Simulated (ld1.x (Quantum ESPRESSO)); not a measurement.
# F: generating and testing an ultrasoft potential

Aim: build the potential from the settings below, then test how well it stands in for the atom: other configurations, scattering, ghost states and the plane-wave cutoff that it needs.

Method: ld1.x (Quantum ESPRESSO) 7.5, LDA (PW92), scalar-relativistic.

### 1 The design

The settings as typed:

* element: fluorine (F, Z = 9)
* type: ultrasoft
* frozen core: [He]
* valence charge: 7
* reference configuration: 2s1.75 2p5.25
* partial waves: 2s (bound): rcut 0.85, rcutus 0.90 bohr; 2s channel at 0.2 Ry: rcut 0.85, rcutus 0.90 bohr; 2p (bound): rcut 0.95, rcutus 1.35 bohr; 2p channel at 0.75 Ry: rcut 0.95, rcutus 1.35 bohr; 3d channel at -0.05 Ry: rcut 1.30, rcutus 1.40 bohr; 3d channel at 1.55 Ry: rcut 1.30, rcutus 1.40 bohr
* local potential: all-electron potential smoothed inside 0.70 bohr (lloc = -1)
* core correction: a·sin(br)/r model core, default radius (core density twice the valence density)
* augmentation charge: PSQ, inside the norm-conserving radii

### 2 Generation

Contents of F.in:

```
 &input
   title='F', zed=9., rel=1, dft='PW', iswitch=3,
   config='[He] 2s1.75 2p5.25 3d-2',
   nld=3, rlderiv=1.55, eminld=-4.0, emaxld=5.0, deld=0.02
 /
 &inputp
   pseudotype=3, tm=.true., lloc=-1, rcloc=0.70,
   nlcc=.true.,
   which_augfun='PSQ', rmatch_augfun_nc=.true.,
   file_pseudopw='F.UPF', file_wfcaegen='ae.wfc', file_wfcncgen='nc.wfc', file_beta='beta', file_chi='chi', file_wfcusgen='us.wfc'
 /
6
2S  1  0   1.75   0.00  0.85  0.90  0.0
2S  1  0   0.00   0.20  0.85  0.90  0.0
2P  2  1   5.25   0.00  0.95  1.35  0.0
2P  2  1   0.00   0.75  0.95  1.35  0.0
3D  3  2  -2.00  -0.05  1.30  1.40  0.0
3D  3  2  -2.00   1.55  1.30  1.40  0.0
 &test
   configts(1)='2s1.75 2p5.25'
 /
```

Started as:

```bash
$ ld1.x < F.in > F.out
```

What the program wrote to F.out (without the banner and most projector matrices):

```text
     Program LD1 v.7.5
     --------------------------- All-electron run ----------------------------

     F
     scalar relativistic calculation

     atomic number is  9.00
     dft =PW   lsd =0 sic =0 latt =0  beta=0.20 tr2=1.0E-14
     Exchange-correlation= PW
                           (   1   4   0   0   0   0   0)
     mesh =1105 r(mesh) =  99.76081 a.u. xmin = -7.00 dx = 0.01250
     1 Ry =  13.60569312 eV, c = 137.03599908

     n l     nl                  e(Ry)          e(Ha)          e(eV)
     1 0     1S 1( 2.00)       -48.4414       -24.2207      -659.0783
     2 0     2S 1( 1.75)        -2.1882        -1.0941       -29.7717
     2 1     2P 1( 5.25)        -0.8378        -0.4189       -11.3990

     final scf error:  8.8E-15 reached in  44 iterations

     Etot =    -198.040177 Ry,     -99.020088 Ha,   -2694.473870 eV

     Ekin =     197.533995 Ry,      98.766997 Ha,    2687.586911 eV
     Encl =    -475.404388 Ry,    -237.702194 Ha,   -6468.206207 eV
     Eh   =      99.057195 Ry,      49.528597 Ha,    1347.741795 eV
     Exc  =     -19.226979 Ry,      -9.613489 Ha,    -261.596370 eV

     normalization and overlap integrals

     s(1S/1S) =  1.000000  <r> =   0.1772  <r2> =    0.0424  r(max) =   0.1154
     s(2S/2S) =  1.000000  <r> =   1.0096  <r2> =    1.2444  r(max) =   0.7713
     s(2P/2P) =  1.000000  <r> =   1.1034  <r2> =    1.6311  r(max) =   0.7066

     ------------------------ End of All-electron run ------------------------

     --------------------- Generating US pseudopotential ---------------------

      Generating local potential from pseudized AE potential:
      Matching radius rcloc =   0.7000

      Local pseudo, rcloc= 0.707 Estimated cut-off energy=    48.44 Ry

      Computing core charge for nlcc:

       r > 0.28 : true rho core
       r < 0.28 : rho core = a sin(br)/r    a=  19.38  b=   8.92

      Integrated core pseudo-charge :   0.93
      Wfc-us  2S rcutus= 0.907  Estimated cut-off energy=    55.91 Ry
      Wfc-us  2S rcutus= 0.907  Estimated cut-off energy=    61.78 Ry
      Wfc-us  2P rcutus= 1.354  Estimated cut-off energy=    43.02 Ry
      Wfc-us  2P rcutus= 1.354  Estimated cut-off energy=    60.17 Ry
      Wfc-us  3D rcutus= 1.388  Estimated cut-off energy=    52.46 Ry
      Wfc-us  3D rcutus= 1.388  Estimated cut-off energy=    53.90 Ry

     Q pseudized with Bessel functions
     Expected ecutrho=     477.1917 due to l1=  0   l2=  2

     ------------------- End of pseudopotential generation -------------------

     [... the all-electron block is printed once more ...]


     Computing logarithmic derivative in   1.54349
     Computing logarithmic derivative in   1.54349
     Computing the partial wave expansion
     R is outside the sphere for l=    0 j= 0.00
     R is outside the sphere for l=    0 j= 0.00
     R is outside the sphere for l=    1 j= 0.00
     R is outside the sphere for l=    1 j= 0.00
     R is outside the sphere for l=    2 j= 0.00
     R is outside the sphere for l=    2 j= 0.00

     ---------------------- Testing the pseudopotential ----------------------

     F
     scalar relativistic calculation

     atomic number is  9.00   valence charge is  7.00
     dft =PW   lsd =0 sic =0 latt =0  beta=0.20 tr2=1.0E-14
     mesh =1105 r(mesh) =  99.76081 xmin = -7.00 dx = 0.01250

     n l     nl             e AE (Ry)        e PS (Ry)    De AE-PS (Ry)
     1 0     2S   1( 1.75)       -2.18818       -2.18821        0.00003
     2 1     2P   1( 5.25)       -0.83781       -0.83781        0.00000

     eps = 3.8E-16  iter =  4

     Etot =    -198.040177 Ry,     -99.020088 Ha,   -2694.473870 eV
     Etotps =   -50.437854 Ry,     -25.218927 Ha,    -686.241964 eV

     Ekin =      20.468889 Ry,      10.234444 Ha,     278.493419 eV
     Encl =    -116.959561 Ry,     -58.479780 Ha,   -1591.315892 eV
     Ehrt =      42.275062 Ry,      21.137531 Ha,     575.181525 eV
     Ecxc =     -11.839567 Ry,      -5.919784 Ha,    -161.085522 eV
     (Ecc =      -2.435046 Ry,      -1.217523 Ha,     -33.130491 eV)
     Epseu=      15.617323 Ry,       7.808662 Ha,     212.484505 eV

     ---------------------- End of pseudopotential test ----------------------
```

Wall time 1.1 s (1 thread of Neoverse-V2, shared host). (Generation and the later configuration tests together.)

Partial waves on a coarse radial grid (AE all-electron, PS pseudo):

| r (bohr) | 2s AE | 2s PS | 2p AE | 2p PS |
| --- | --- | --- | --- | --- |
| 0.070 | -0.4363 | 0.1742 | 0.0773 | 0.0137 |
| 0.140 | -0.3802 | 0.3422 | 0.2321 | 0.0536 |
| 0.210 | -0.1392 | 0.4982 | 0.3987 | 0.1169 |
| 0.280 | 0.1442 | 0.6375 | 0.5488 | 0.1988 |
| 0.350 | 0.4062 | 0.7567 | 0.6717 | 0.2936 |
| 0.420 | 0.6220 | 0.8537 | 0.7654 | 0.3945 |
| 0.490 | 0.7857 | 0.9280 | 0.8318 | 0.4949 |
| 0.560 | 0.9004 | 0.9803 | 0.8744 | 0.5886 |
| 0.630 | 0.9728 | 1.0125 | 0.8974 | 0.6702 |
| 0.700 | 1.0105 | 1.0267 | 0.9046 | 0.7358 |
| 0.770 | 1.0209 | 1.0256 | 0.8996 | 0.7832 |
| 0.840 | 1.0106 | 1.0112 | 0.8852 | 0.8118 |
| 0.910 | 0.9851 | 0.9851 | 0.8640 | 0.8225 |
| 0.980 | 0.9488 | 0.9488 | 0.8379 | 0.8177 |
| 1.050 | 0.9053 | 0.9053 | 0.8084 | 0.8006 |
| 1.120 | 0.8573 | 0.8573 | 0.7767 | 0.7748 |
| 1.190 | 0.8068 | 0.8068 | 0.7438 | 0.7437 |
| 1.260 | 0.7554 | 0.7554 | 0.7103 | 0.7104 |
| 1.330 | 0.7044 | 0.7044 | 0.6768 | 0.6768 |
| 1.400 | 0.6545 | 0.6545 | 0.6437 | 0.6437 |
| 1.470 | 0.6062 | 0.6062 | 0.6112 | 0.6112 |
| 1.540 | 0.5601 | 0.5601 | 0.5796 | 0.5796 |
| 1.610 | 0.5164 | 0.5164 | 0.5489 | 0.5489 |
| 1.680 | 0.4751 | 0.4751 | 0.5194 | 0.5194 |
| 1.750 | 0.4365 | 0.4365 | 0.4911 | 0.4911 |
| 1.820 | 0.4003 | 0.4003 | 0.4639 | 0.4639 |

### 3 Testing the new file in other configurations

Contents of F.test.in:

```
 &input
   title='F', zed=9., rel=1, dft='PW', iswitch=2,
   config='[He] 2s1.75 2p5.25 3d-2'
 /
 &test
   file_pseudo='F.UPF', nconf=10,
   configts(1)='2s1.75 2p5.25',
   configts(2)='2s2 2p5',
   configts(3)='2s2 2p4',
   configts(4)='2s2 2p3',
   configts(5)='2s2 2p1',
   configts(6)='2s2 2p5.3',
   configts(7)='2s2 2p2',
   configts(8)='2s2 2p4.5',
   configts(9)='2s1.75 2p5.25', lsdts(9)=1,
   configts(10)='2s2 2p5', lsdts(10)=1
 /
```

Started as:

```bash
$ ld1.x < F.test.in > F.test.out
```

F.test.out, the pseudopotential blocks:

```text
     ---------------------- Testing the pseudopotential ----------------------

     F
     scalar relativistic calculation

     atomic number is  9.00   valence charge is  7.00
     dft =PW   lsd =0 sic =0 latt =0  beta=0.20 tr2=1.0E-14
     mesh =1105 r(mesh) =  99.76081 xmin = -7.00 dx = 0.01250

     n l     nl             e AE (Ry)        e PS (Ry)    De AE-PS (Ry)
     1 0     2S   1( 1.75)       -2.18818       -2.18821        0.00003
     2 1     2P   1( 5.25)       -0.83781       -0.83781        0.00000

     eps = 3.8E-16  iter =  4

     Etot =    -198.040177 Ry,     -99.020088 Ha,   -2694.473870 eV
     Etotps =   -50.437854 Ry,     -25.218927 Ha,    -686.241964 eV

     Ekin =      20.468889 Ry,      10.234444 Ha,     278.493419 eV
     Encl =    -116.959561 Ry,     -58.479780 Ha,   -1591.315892 eV
     Ehrt =      42.275062 Ry,      21.137531 Ha,     575.181525 eV
     Ecxc =     -11.839567 Ry,      -5.919784 Ha,    -161.085522 eV
     (Ecc =      -2.435046 Ry,      -1.217523 Ha,     -33.130491 eV)
     Epseu=      15.617323 Ry,       7.808662 Ha,     212.484505 eV

     ---------------------- End of pseudopotential test ----------------------

     ---------------------- Testing the pseudopotential ----------------------

     F
     [...]
     n l     nl             e AE (Ry)        e PS (Ry)    De AE-PS (Ry)
     1 0     2S   1( 2.00)       -2.17916       -2.17933        0.00017
     2 1     2P   1( 5.00)       -0.83019       -0.83009       -0.00010

     eps = 8.6E-15  iter =  7

     Etot =    -198.377594 Ry,     -99.188797 Ha,   -2699.064669 eV
     Etotps =   -50.775307 Ry,     -25.387654 Ha,    -690.833246 eV
     dEtot_ae =      -0.337417 Ry
     dEtot_ps =      -0.337453 Ry,   Delta E=       0.000036 Ry

     [...]
     ---------------------- End of pseudopotential test ----------------------

     ---------------------- Testing the pseudopotential ----------------------

     F
     [...]
     n l     nl             e AE (Ry)        e PS (Ry)    De AE-PS (Ry)
     1 0     2S   1( 2.00)       -3.46006       -3.46013        0.00007
     2 1     2P   1( 4.00)       -2.09172       -2.09111       -0.00061

     eps = 1.2E-16  iter =  7

     Etot =    -196.940115 Ry,     -98.470057 Ha,   -2679.506764 eV
     Etotps =   -49.338053 Ry,     -24.669026 Ha,    -671.278406 eV
     dEtot_ae =       1.100062 Ry
     dEtot_ps =       1.099801 Ry,   Delta E=       0.000261 Ry

     [...]
     ---------------------- End of pseudopotential test ----------------------

     ---------------------- Testing the pseudopotential ----------------------

     F
     [...]
     n l     nl             e AE (Ry)        e PS (Ry)    De AE-PS (Ry)
     1 0     2S   1( 2.00)       -4.96952       -4.96902       -0.00051
     2 1     2P   1( 3.00)       -3.61028       -3.60898       -0.00130

     eps = 5.6E-15  iter =  9

     Etot =    -194.109079 Ry,     -97.054540 Ha,   -2640.988564 eV
     Etotps =   -46.507847 Ry,     -23.253923 Ha,    -632.771488 eV
     dEtot_ae =       3.931098 Ry
     dEtot_ps =       3.930008 Ry,   Delta E=       0.001090 Ry

     [...]
     ---------------------- End of pseudopotential test ----------------------

     ---------------------- Testing the pseudopotential ----------------------

     F
     [...]
     n l     nl             e AE (Ry)        e PS (Ry)    De AE-PS (Ry)
     1 0     2S   1( 2.00)       -8.54051       -8.53689       -0.00362
     2 1     2P   1( 1.00)       -7.30165       -7.30126       -0.00039

     eps = 7.5E-18  iter =  7

     Etot =    -183.332949 Ry,     -91.666474 Ha,   -2494.371840 eV
     Etotps =   -35.733750 Ry,     -17.866875 Ha,    -486.182438 eV
     dEtot_ae =      14.707228 Ry
     dEtot_ps =      14.704104 Ry,   Delta E=       0.003124 Ry

     [...]
     ---------------------- End of pseudopotential test ----------------------

     ---------------------- Testing the pseudopotential ----------------------

     F
     [...]
     n l     nl             e AE (Ry)        e PS (Ry)    De AE-PS (Ry)
     1 0     2S   1( 2.00)       -1.84976       -1.84988        0.00012
     2 1     2P   1( 5.30)       -0.51071       -0.51068       -0.00003

     eps = 1.9E-16  iter = 10

     Etot =    -198.577940 Ry,     -99.288970 Ha,   -2701.790515 eV
     Etotps =   -50.975654 Ry,     -25.487827 Ha,    -693.559106 eV
     dEtot_ae =      -0.537764 Ry
     dEtot_ps =      -0.537800 Ry,   Delta E=       0.000037 Ry

     [...]
     ---------------------- End of pseudopotential test ----------------------

     ---------------------- Testing the pseudopotential ----------------------

     F
     [...]
     n l     nl             e AE (Ry)        e PS (Ry)    De AE-PS (Ry)
     1 0     2S   1( 2.00)       -6.67111       -6.66952       -0.00159
     2 1     2P   1( 2.00)       -5.35437       -5.35295       -0.00142

     eps = 9.9E-18  iter =  7

     Etot =    -189.644761 Ry,     -94.822381 Ha,   -2580.248426 eV
     Etotps =   -42.044786 Ry,     -21.022393 Ha,    -572.048459 eV
     dEtot_ae =       8.395415 Ry
     dEtot_ps =       8.393068 Ry,   Delta E=       0.002347 Ry

     [...]
     ---------------------- End of pseudopotential test ----------------------

     ---------------------- Testing the pseudopotential ----------------------

     F
     [...]
     n l     nl             e AE (Ry)        e PS (Ry)    De AE-PS (Ry)
     1 0     2S   1( 2.00)       -2.78764       -2.78782        0.00018
     2 1     2P   1( 4.50)       -1.42591       -1.42561       -0.00030

     eps = 4.3E-16  iter =  7

     Etot =    -197.816709 Ry,     -98.908354 Ha,   -2691.433431 eV
     Etotps =   -50.214475 Ry,     -25.107238 Ha,    -683.202738 eV
     dEtot_ae =       0.223468 Ry
     dEtot_ps =       0.223379 Ry,   Delta E=       0.000089 Ry

     [...]
     ---------------------- End of pseudopotential test ----------------------

     ---------------------- Testing the pseudopotential ----------------------

     F
     [...]
     n l     nl             e AE (Ry)        e PS (Ry)    De AE-PS (Ry)
     1 0     2S   1( 1.00)       -2.24600       -2.24697        0.00097
     2 1     2P   1( 3.00)       -0.89252       -0.89263        0.00011
     1 0     2S   2( 0.75)       -2.12118       -2.12024       -0.00094
     2 1     2P   2( 2.25)       -0.77494       -0.77481       -0.00013

     eps = 1.8E-15  iter =  9

     Etot =    -198.069989 Ry,     -99.034995 Ha,   -2694.879493 eV
     Etotps =   -50.467835 Ry,     -25.233918 Ha,    -686.649879 eV
     dEtot_ae =      -0.029813 Ry
     dEtot_ps =      -0.029981 Ry,   Delta E=       0.000168 Ry

     [...]
     ---------------------- End of pseudopotential test ----------------------

     ---------------------- Testing the pseudopotential ----------------------

     F
     [...]
     n l     nl             e AE (Ry)        e PS (Ry)    De AE-PS (Ry)
     1 0     2S   1( 1.00)       -2.23352       -2.23518        0.00167
     2 1     2P   1( 3.00)       -0.88314       -0.88276       -0.00038
     1 0     2S   2( 1.00)       -2.11374       -2.11246       -0.00128
     2 1     2P   2( 2.00)       -0.76702       -0.76731        0.00029

     eps = 8.7E-15  iter = 20

     Etot =    -198.406610 Ry,     -99.203305 Ha,   -2699.459451 eV
     Etotps =   -50.804156 Ry,     -25.402078 Ha,    -691.225758 eV
     dEtot_ae =      -0.366433 Ry
     dEtot_ps =      -0.366302 Ry,   Delta E=      -0.000131 Ry

     [...]
     ---------------------- End of pseudopotential test ----------------------
```

Energies count from the reference configuration 2s1.75 2p5.25; the error is all-electron less pseudo. Spin-polarised rows fill open shells by Hund's rule and count from the unpolarised reference.

```csv
valence configuration,charge,ΔE all-electron (eV),error AE − PS (meV)
2s2 2p5,0,-4.591,+0.5
2s2 2p4,+1,14.967,+3.6
2s2 2p3,+2,53.485,+15
2s2 2p1,+4,200.102,+43
2s2 2p5.3,-0.3,-7.317,+0.5
2s2 2p2,+3,114.225,+32
2s2 2p4.5,+0.5,3.040,+1.2
2s1.75 2p5.25 (spin-polarised),0,-0.406,+2.3
2s2 2p5 (spin-polarised),0,-4.986,-1.8
```

### 4 Does it scatter like the atom?

Taken from the files of the generation run. The phase is arctan(r·u′/u) with u = r·R, unwrapped, with energies in Ry. A pole is an energy at which the radial function vanishes at the test radius. The pseudo phase is shifted by a multiple of π to meet the all-electron one at the reference energy. Levels narrower than the energy grid can be missing from the poles. Left out: d, where the overlap operator is not positive , so their phases aren't trusted. The last column is the largest difference on the grid between −1 and +1 Ry.

| channel | radius (bohr) | reference (Ry) | poles AE | poles PS | window around the reference with phases within 0.05 rad (Ry) | largest difference near zero (rad) |
| --- | --- | --- | --- | --- | --- | --- |
| s | 1.54 | -2.19 | -0.98 | -0.98 | the whole range | 0.000 |
| p | 1.54 | -0.84 | 0.32 | 0.32 | the whole range | 0.000 |

Phases (rad) along the scan:

| E (Ry) | s AE | s PS | p AE | p PS |
| --- | --- | --- | --- | --- |
| -4.00 | 1.017 | 1.017 | 1.204 | 1.204 |
| -3.52 | 0.842 | 0.842 | 1.166 | 1.166 |
| -3.04 | 0.425 | 0.425 | 1.113 | 1.113 |
| -2.56 | -0.492 | -0.492 | 1.029 | 1.029 |
| -2.08 | -1.155 | -1.155 | 0.877 | 0.877 |
| -1.60 | -1.417 | -1.417 | 0.530 | 0.530 |
| -1.12 | -1.545 | -1.545 | -0.329 | -0.329 |
| -0.64 | -1.623 | -1.623 | -1.114 | -1.114 |
| -0.16 | -1.679 | -1.679 | -1.424 | -1.424 |
| 0.32 | -1.725 | -1.725 | -1.570 | -1.570 |
| 0.80 | -1.765 | -1.765 | -1.659 | -1.659 |
| 1.28 | -1.804 | -1.804 | -1.725 | -1.725 |
| 1.76 | -1.844 | -1.844 | -1.782 | -1.782 |
| 2.24 | -1.888 | -1.888 | -1.836 | -1.836 |
| 2.72 | -1.939 | -1.939 | -1.894 | -1.894 |
| 3.20 | -2.000 | -2.000 | -1.961 | -1.961 |
| 3.68 | -2.079 | -2.079 | -2.044 | -2.044 |
| 4.16 | -2.184 | -2.185 | -2.155 | -2.154 |
| 4.64 | -2.332 | -2.334 | -2.315 | -2.313 |

### 5 Cutoff and ghost test in a Bessel basis

A separate test, outside the generator: the pseudo-atom's Hamiltonian at the reference potential is diagonalised in spherical Bessel functions j_l(qr) that vanish at 20 bohr, with q² up to the cutoff.

No cutoffs are read. The overlap operator is not positive in d (lowest eigenvalue -4.267), so the test is not defined there. The ghost test is not conclusive.

### 6 What came out

```
                                                quantity                 value
                                                 cutoffs        not determined
                                            bound ghosts        not determined
         largest test error (AE − PS), unpolarised tests  +43 meV, for 2s2 2p1
largest phase difference near zero energy, channels read             0.000 rad
         lowest eigenvalue of the overlap (Bessel basis)            -4.267 (d)
               density cutoff estimated by the generator                477 Ry
```

**Reading.** The overlap operator is not positive definite in d, so a plane-wave run would break down once the basis is large enough. The worst unpolarised test, 2s2 2p1, is off by 43 meV on 200.1 eV; by total energies transferability rates as fair. That test lies far up in energy; among those under 40 eV, nearer to bonding, the largest error is 3.6 meV. No cutoffs are read. Ghosts could not be judged. Near zero energy the phases of the channels with partial waves that could be evaluated agree within 0.001 rad. These are tests on the free atom; a crystal test is still owed.
